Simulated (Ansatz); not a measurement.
Born–Oppenheimer molecular dynamics of a periodic cell of 17 atoms, LiMn₈O₈ (host MnO, host structure Fm-3m, interstitial Li). It goes on from the last frame of an earlier run, with new velocities.

These are results of DFT r2SCAN-D3(BJ), scalar-relativistic, plane waves, PAW in Ansatz, not measurements. Settings: accuracy low, cutoff 500 eV, k mesh 2x2x2, fermi-dirac smearing 0.05 eV, spin collinear.

```
ensemble        : NVT, Langevin thermostat
time step       : 1 fs
steps asked     : 150
set temperature : 1680 K
friction        : 0.05 /fs
seed            : 879983
```

Frames 10 fs apart, positions in Å, forces in eV/Å.

Velocities at 0.0 fs (Å/ps):

```
Mn 1.73 2.00 6.85
O -6.75 -8.17 5.24
Mn 2.68 -5.39 -2.03
O -5.37 -12.26 7.71
Mn 1.65 5.12 -3.24
O 5.09 14.84 2.04
Mn 10.57 -1.81 -7.47
O 5.77 2.38 -8.64
Mn -3.52 4.79 -3.82
O -1.33 -4.82 3.43
Mn -6.46 -2.48 9.07
O 24.70 -10.59 5.46
Mn -2.02 -5.45 4.47
O -12.12 11.41 -3.39
Mn -5.22 1.08 -2.54
O -3.57 9.79 -9.52
Li -10.13 10.96 -15.69
```

```xyz
17
Lattice="0.0000 4.4169 4.4169 4.4169 0.0000 4.4169 4.4169 4.4169 0.0000" Properties=species:S:1:pos:R:3:forces:R:3 time_fs=0.0 energy_less_start_eV=0.000 T=1581
Mn -0.047 -0.373 0.162 0.12 0.89 -0.19
O 2.145 2.162 2.220 0.62 -0.48 1.52
Mn 2.451 2.099 0.311 1.74 1.64 0.67
O 4.471 4.427 2.295 -0.92 0.11 -0.49
Mn 2.058 -0.161 2.420 1.27 1.65 -0.88
O 4.503 2.397 4.372 -0.64 -1.17 0.18
Mn 4.352 2.253 2.134 -1.52 0.28 -0.54
O 6.731 4.104 4.401 -0.23 1.23 1.08
Mn 0.042 2.232 2.118 -0.05 -0.43 0.35
O 2.229 4.515 4.501 -0.10 -0.21 -0.12
Mn 2.342 4.412 2.187 0.37 -1.33 -0.56
O 4.706 6.337 4.337 -1.37 0.21 0.62
Mn 2.195 2.204 4.454 1.82 -0.18 -0.50
O 4.648 4.269 6.934 -0.12 1.43 -0.72
Mn 4.437 4.356 4.517 0.19 0.12 0.00
O 6.644 6.724 6.725 0.41 -1.74 -0.72
Li 5.670 5.843 7.838 -1.59 -2.00 0.30
17
Lattice="0.0000 4.4169 4.4169 4.4169 0.0000 4.4169 4.4169 4.4169 0.0000" Properties=species:S:1:pos:R:3:forces:R:3 time_fs=10.0 energy_less_start_eV=1.257 T=1684
Mn -0.009 -0.336 0.228 -0.47 0.14 -0.35
O 2.129 2.034 2.294 0.88 0.59 0.47
Mn 2.481 2.063 0.297 0.89 1.77 0.53
O 4.482 4.407 2.369 -1.48 0.12 -1.02
Mn 2.056 -0.079 2.437 1.59 0.48 -0.23
O 4.543 2.592 4.471 -0.36 -5.64 -0.48
Mn 4.453 2.262 2.056 -2.27 0.88 -0.86
O 6.750 4.088 4.442 0.52 0.85 1.05
Mn 0.052 2.265 2.126 -0.34 -0.47 0.72
O 2.231 4.471 4.466 -0.83 0.04 -0.44
Mn 2.265 4.381 2.248 1.22 -1.51 -1.29
O 4.896 6.185 4.402 -4.99 0.71 0.12
Mn 2.195 2.161 4.459 4.88 0.66 -0.36
O 4.536 4.414 6.881 0.30 0.45 0.03
Mn 4.362 4.326 4.534 0.52 3.02 -0.12
O 6.649 6.734 6.575 0.19 -1.56 0.53
Li 5.514 5.753 7.768 -0.26 -0.53 1.71
17
Lattice="0.0000 4.4169 4.4169 4.4169 0.0000 4.4169 4.4169 4.4169 0.0000" Properties=species:S:1:pos:R:3:forces:R:3 time_fs=20.0 energy_less_start_eV=1.039 T=2217
Mn 0.041 -0.286 0.300 -1.72 -1.40 -0.23
O 2.159 1.990 2.416 0.48 1.54 -0.71
Mn 2.422 2.014 0.323 1.00 1.87 -0.35
O 4.492 4.309 2.309 -0.84 0.34 -0.22
Mn 2.088 0.031 2.435 1.32 -2.18 0.70
O 4.514 2.448 4.466 -0.54 -1.98 0.50
Mn 4.497 2.218 2.001 -0.83 0.88 -0.38
O 6.810 4.007 4.486 0.33 1.05 0.50
Mn 0.101 2.267 2.160 -1.27 -0.33 0.80
O 2.194 4.388 4.321 -1.10 0.26 0.77
Mn 2.236 4.300 2.281 0.97 -0.21 -2.05
O 4.810 6.002 4.399 -0.63 4.31 -0.41
Mn 2.297 2.131 4.445 1.07 -0.34 0.81
O 4.479 4.585 6.821 -0.35 -1.57 -0.23
Mn 4.250 4.337 4.529 0.87 -2.59 -0.14
O 6.671 6.614 6.580 0.40 -0.38 0.31
Li 5.284 5.577 7.948 0.84 0.75 0.35
17
Lattice="0.0000 4.4169 4.4169 4.4169 0.0000 4.4169 4.4169 4.4169 0.0000" Properties=species:S:1:pos:R:3:forces:R:3 time_fs=30.0 energy_less_start_eV=1.299 T=1430
Mn 0.079 -0.250 0.376 -1.54 -1.77 -2.06
O 2.184 2.010 2.504 0.24 1.09 -1.74
Mn 2.381 2.026 0.335 1.42 1.05 -0.17
O 4.446 4.222 2.232 0.23 0.56 2.22
Mn 2.132 0.028 2.480 0.79 -2.09 0.17
O 4.481 2.302 4.466 -1.05 0.96 1.89
Mn 4.468 2.191 1.984 -0.11 0.31 -0.08
O 6.925 3.942 4.436 -0.49 1.73 0.56
Mn 0.126 2.280 2.229 -1.47 -0.23 0.71
O 2.069 4.343 4.252 0.02 0.18 2.14
Mn 2.234 4.270 2.313 0.38 0.02 -2.55
O 4.697 6.114 4.322 -0.15 2.29 -0.06
Mn 2.401 2.010 4.463 -0.52 -0.22 1.69
O 4.410 4.654 6.725 -0.09 -1.86 0.12
Mn 4.171 4.322 4.486 1.15 -1.59 0.08
O 6.712 6.396 6.687 0.12 0.59 -0.31
Li 5.277 5.624 8.076 1.05 -1.02 -2.59
17
Lattice="0.0000 4.4169 4.4169 4.4169 0.0000 4.4169 4.4169 4.4169 0.0000" Properties=species:S:1:pos:R:3:forces:R:3 time_fs=40.0 energy_less_start_eV=1.235 T=1392
Mn 0.110 -0.251 0.403 -1.10 -0.46 -3.23
O 2.096 2.010 2.610 0.76 0.64 -2.61
Mn 2.414 2.020 0.347 0.46 1.18 -0.21
O 4.385 4.086 2.223 0.80 1.57 3.48
Mn 2.171 -0.040 2.490 0.29 -1.04 -1.06
O 4.419 2.210 4.445 0.74 -0.01 0.97
Mn 4.399 2.199 1.973 -0.74 -1.00 -0.30
O 6.981 3.963 4.327 -0.63 0.97 1.50
Mn 0.143 2.342 2.285 -1.60 -0.26 0.20
O 2.028 4.428 4.324 0.64 -0.17 1.34
Mn 2.294 4.286 2.333 0.38 -1.57 -2.16
O 4.645 6.240 4.332 -0.32 0.53 0.18
Mn 2.450 1.929 4.494 -1.24 -0.21 1.90
O 4.375 4.608 6.574 0.10 -1.34 0.16
Mn 4.191 4.277 4.443 1.18 -0.32 0.09
O 6.787 6.252 6.678 -0.08 1.53 -0.46
Li 5.355 5.590 7.803 0.35 -0.04 0.21
17
Lattice="0.0000 4.4169 4.4169 4.4169 0.0000 4.4169 4.4169 4.4169 0.0000" Properties=species:S:1:pos:R:3:forces:R:3 time_fs=50.0 energy_less_start_eV=1.197 T=1874
Mn 0.094 -0.279 0.371 -0.41 0.17 -1.68
O 2.037 1.962 2.631 0.80 0.53 -2.31
Mn 2.432 1.985 0.422 -0.58 1.91 -0.71
O 4.394 3.986 2.340 1.60 2.80 1.38
Mn 2.165 -0.141 2.511 -0.15 -0.47 -2.40
O 4.534 2.172 4.434 0.19 -0.60 0.80
Mn 4.335 2.210 1.965 -0.93 -2.35 -0.63
O 6.938 4.107 4.313 0.04 -0.20 2.56
Mn 0.105 2.419 2.297 -1.15 -1.11 0.33
O 2.091 4.473 4.439 -0.37 -1.07 0.30
Mn 2.401 4.245 2.306 -0.30 -2.13 -1.13
O 4.514 6.175 4.357 0.07 1.16 -0.13
Mn 2.460 1.874 4.495 -0.76 0.03 1.62
O 4.428 4.471 6.501 -0.02 -0.08 0.92
Mn 4.223 4.212 4.466 1.06 -0.26 -0.21
O 6.798 6.155 6.593 0.22 2.35 -0.47
Li 5.406 5.607 7.593 0.70 -0.67 1.78
17
Lattice="0.0000 4.4169 4.4169 4.4169 0.0000 4.4169 4.4169 4.4169 0.0000" Properties=species:S:1:pos:R:3:forces:R:3 time_fs=60.0 energy_less_start_eV=1.013 T=1734
Mn 0.075 -0.311 0.362 -0.30 0.39 -0.91
O 2.016 1.960 2.618 1.10 0.53 -1.52
Mn 2.396 1.946 0.477 -1.08 1.59 -1.17
O 4.490 4.069 2.524 1.03 0.90 -1.31
Mn 2.171 -0.217 2.457 0.31 -0.37 -0.56
O 4.715 2.218 4.471 -0.17 -1.64 0.64
Mn 4.269 2.216 1.944 0.07 -0.92 0.34
O 6.887 4.349 4.422 0.33 -2.25 0.69
Mn 0.079 2.479 2.362 -0.82 -1.78 0.36
O 2.123 4.370 4.586 -0.49 -0.67 -0.30
Mn 2.519 4.182 2.305 -1.22 -0.36 -0.94
O 4.450 6.132 4.407 -0.30 1.28 -0.38
Mn 2.468 1.829 4.524 -0.79 1.71 0.17
O 4.464 4.461 6.553 -0.35 -0.13 0.58
Mn 4.253 4.110 4.462 1.02 1.31 1.22
O 6.714 6.249 6.466 0.47 1.07 1.25
Li 5.401 5.601 7.525 1.20 -0.65 1.82
17
Lattice="0.0000 4.4169 4.4169 4.4169 0.0000 4.4169 4.4169 4.4169 0.0000" Properties=species:S:1:pos:R:3:forces:R:3 time_fs=70.0 energy_less_start_eV=1.281 T=1197
Mn 0.072 -0.355 0.310 -0.49 0.16 0.20
O 2.018 1.988 2.524 1.11 0.54 -0.26
Mn 2.370 1.916 0.452 -1.00 1.10 -1.09
O 4.654 4.202 2.503 -1.40 -0.02 -1.50
Mn 2.171 -0.283 2.435 1.13 0.09 0.30
O 4.773 2.254 4.471 -0.41 -2.15 0.42
Mn 4.250 2.213 1.909 1.30 -0.60 1.93
O 6.883 4.365 4.584 0.22 -1.90 -0.67
Mn 0.031 2.539 2.418 -0.06 -2.89 0.05
O 2.140 4.237 4.680 -0.34 0.06 -1.16
Mn 2.579 4.153 2.276 -0.78 0.31 -0.58
O 4.443 6.105 4.451 -0.42 1.28 -1.15
Mn 2.478 1.862 4.533 -0.77 1.35 -1.43
O 4.412 4.454 6.617 -0.65 0.00 0.18
Mn 4.317 4.091 4.446 0.69 1.72 1.12
O 6.609 6.318 6.387 0.30 0.32 3.00
Li 5.310 5.448 7.643 1.58 0.62 0.64
17
Lattice="0.0000 4.4169 4.4169 4.4169 0.0000 4.4169 4.4169 4.4169 0.0000" Properties=species:S:1:pos:R:3:forces:R:3 time_fs=80.0 energy_less_start_eV=1.331 T=1226
Mn 0.057 -0.393 0.234 -0.29 0.42 1.23
O 2.186 1.953 2.473 -0.04 0.57 0.75
Mn 2.389 1.919 0.476 -2.65 0.85 -2.11
O 4.637 4.271 2.456 -1.12 -0.08 -0.93
Mn 2.200 -0.297 2.389 -0.06 0.10 0.49
O 4.760 2.258 4.473 -0.92 -1.02 0.96
Mn 4.225 2.205 1.845 2.47 -0.27 4.03
O 6.931 4.258 4.626 -0.72 -0.47 -1.23
Mn -0.034 2.538 2.501 0.71 -5.55 -0.82
O 2.085 4.166 4.658 0.24 0.23 -1.17
Mn 2.525 4.147 2.247 -0.38 0.45 0.21
O 4.363 6.171 4.430 0.64 0.12 -1.80
Mn 2.468 1.869 4.549 -0.23 0.66 -0.53
O 4.374 4.313 6.683 0.02 2.97 -0.23
Mn 4.367 4.146 4.442 0.67 0.56 0.49
O 6.497 6.274 6.500 0.41 0.32 1.38
Li 5.264 5.487 7.755 1.23 0.15 -0.72
17
Lattice="0.0000 4.4169 4.4169 4.4169 0.0000 4.4169 4.4169 4.4169 0.0000" Properties=species:S:1:pos:R:3:forces:R:3 time_fs=90.0 energy_less_start_eV=1.462 T=1617
Mn 0.043 -0.418 0.183 -0.26 0.46 2.27
O 2.387 1.936 2.559 -1.45 0.41 -0.22
Mn 2.367 1.999 0.532 -2.75 0.54 -2.39
O 4.507 4.270 2.361 0.55 0.02 -0.32
Mn 2.212 -0.282 2.340 -1.05 0.14 0.68
O 4.725 2.209 4.436 -0.70 -0.37 1.20
Mn 4.241 2.180 1.845 3.44 -0.56 3.59
O 6.985 4.235 4.568 -1.86 0.00 -0.61
Mn -0.074 2.526 2.593 0.51 -4.64 -2.61
O 2.066 4.034 4.636 0.24 0.73 -0.93
Mn 2.477 4.147 2.265 -0.06 0.24 -0.29
O 4.347 6.148 4.343 0.58 0.01 0.30
Mn 2.439 1.905 4.562 0.27 -0.01 0.76
O 4.313 4.329 6.718 0.69 1.92 -0.64
Mn 4.410 4.164 4.415 0.57 -0.56 0.27
O 6.501 6.241 6.714 0.68 0.51 -0.38
Li 5.365 5.357 7.821 0.61 1.16 -0.70
17
Lattice="0.0000 4.4169 4.4169 4.4169 0.0000 4.4169 4.4169 4.4169 0.0000" Properties=species:S:1:pos:R:3:forces:R:3 time_fs=100.0 energy_less_start_eV=1.728 T=1428
Mn 0.011 -0.439 0.145 -0.10 1.05 2.13
O 2.415 1.962 2.594 -1.79 -0.06 -0.39
Mn 2.336 2.082 0.560 -2.07 -0.05 -2.17
O 4.359 4.216 2.290 2.18 0.58 0.29
Mn 2.196 -0.306 2.298 -0.63 0.63 0.61
O 4.648 2.115 4.441 -0.11 -0.11 1.03
Mn 4.279 2.179 1.908 2.48 -1.13 2.68
O 6.962 4.196 4.503 -2.35 0.23 -0.28
Mn -0.060 2.469 2.592 0.35 -2.65 -3.87
O 2.082 3.972 4.575 -0.07 1.10 -0.34
Mn 2.425 4.133 2.317 0.73 -1.07 -1.54
O 4.434 6.170 4.300 0.17 -0.40 1.97
Mn 2.380 1.907 4.673 0.76 -0.45 -0.32
O 4.344 4.380 6.704 0.52 0.06 -0.63
Mn 4.489 4.171 4.386 0.21 -1.06 0.41
O 6.495 6.266 6.844 1.29 0.98 -1.15
Li 5.583 5.163 7.740 -1.58 2.35 1.56
17
Lattice="0.0000 4.4169 4.4169 4.4169 0.0000 4.4169 4.4169 4.4169 0.0000" Properties=species:S:1:pos:R:3:forces:R:3 time_fs=110.0 energy_less_start_eV=1.371 T=2244
Mn -0.017 -0.374 0.144 -0.25 0.81 0.86
O 2.386 1.955 2.585 -1.74 -0.15 -0.38
Mn 2.310 2.177 0.551 -1.19 -1.01 -1.67
O 4.313 4.064 2.218 1.96 2.32 1.31
Mn 2.191 -0.333 2.300 -0.19 1.27 -0.09
O 4.503 2.024 4.507 0.78 0.29 0.99
Mn 4.309 2.193 1.984 0.64 -2.36 1.62
O 6.826 4.234 4.435 -1.44 -0.39 0.24
Mn -0.045 2.399 2.475 0.64 -2.03 -1.81
O 2.086 4.008 4.563 0.09 1.02 -0.25
Mn 2.346 4.104 2.343 1.61 -2.08 -1.37
O 4.458 6.259 4.348 -0.14 -0.42 0.59
Mn 2.355 1.879 4.807 0.39 0.49 -2.01
O 4.366 4.428 6.756 0.48 -0.60 -0.77
Mn 4.614 4.168 4.385 -0.84 -0.32 0.27
O 6.516 6.312 6.836 1.48 1.18 -0.60
Li 5.642 5.224 7.667 -2.26 1.98 3.07
```

Of the whole run (150 fs, mean temperature of the second half 1687 K): A run of 0.15 ps of so small a system gives no equilibrium averages. No Hubbard correction was used and the magnetic state wasn't searched. Limits of this set-up: coarse k mesh, low accuracy level.

The run took 49 min on 4 threads of Arm Neoverse V1 (shared host), peak memory 1.2 GiB.
